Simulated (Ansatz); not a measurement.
# Ir (Iridium): the cost of one run

Program: the Python package of Ansatz 0.2.0. The levels of theory stand in the script. These are calculated values, not measurements.

The COD entry's cell or inner coordinates are ideal or old and differ from later refinements, so a difference from it is no clean test against experiment.

## 1. Starting point

Symmetry: Fm-3m, No. 225, cubic system. The conventional cell has a = 3.831 Å, b = 3.831 Å, c = 3.831 Å, α = 90.00°, β = 90.00°, γ = 90.00°. Ir (site symmetry m-3m) has 12 Ir at 2.71 Å as nearest neighbours.

No structure file is read: the coordinates are typed or built in the script.

## 2. The script

Input file lattice_ir.py:

```python
import ansatz as az
import numpy as np

def edges_and_angles(cell):
    cell = np.asarray(cell)
    a, b, c = np.linalg.norm(cell, axis=1)
    cosines = cell[1] @ cell[2] / (b * c), cell[0] @ cell[2] / (a * c), cell[0] @ cell[1] / (a * b)
    return (a, b, c, *np.degrees(np.arccos(cosines)))

lattice = az.Lattice.of(
    [0.0, 1.9156, 1.9156],
    [1.9156, 0.0, 1.9156],
    [1.9156, 1.9156, 0.0],
)
sites = [
    ("Ir", [0.0, 0.0, 0.0]),
]
cell = az.Crystal(lattice=lattice)
for symbol, position in sites:
    cell = cell.atom(symbol, position)

base = cell.calculation()
base = base.basis(19 * az.Ha).kpoints(12)
base = base.occupations(az.OccupationsMethod.COLD, width=0.1)
base = base.relax(cell=True, max_steps=40)

levels = [("pbesol", "none"), ("pbe", "none"), ("rpbe", "none"), ("pbe", "d4")]
print("level            a       b       c    alpha   beta  gamma  V/atom  steps")
for name, dispersion in levels:
    seen = []
    run = base.functional(name, dispersion=dispersion).session().plan()
    result = run.execute(on_event=lambda e: seen.append(e) if e["event"] == "relax_step" else None)
    cell = result.lattice.cell_ang
    label = name if dispersion == "none" else f"{name}+{dispersion}"
    print("{:13s} {:7.4f} {:7.4f} {:7.4f} {:6.2f} {:6.2f} {:6.2f}".format(label, *edges_and_angles(cell)), f"{abs(np.linalg.det(cell)) / len(result.lattice.sites):7.3f} {len(seen):5d}")
```

## 3. The run

Launch:

```sh
$ python lattice_ir.py
```

**Question.** How long does this script take on 1 thread of Arm Neoverse V1, shared host, and how much memory does it need?

About 23 s, with a peak of 0.38 GiB.
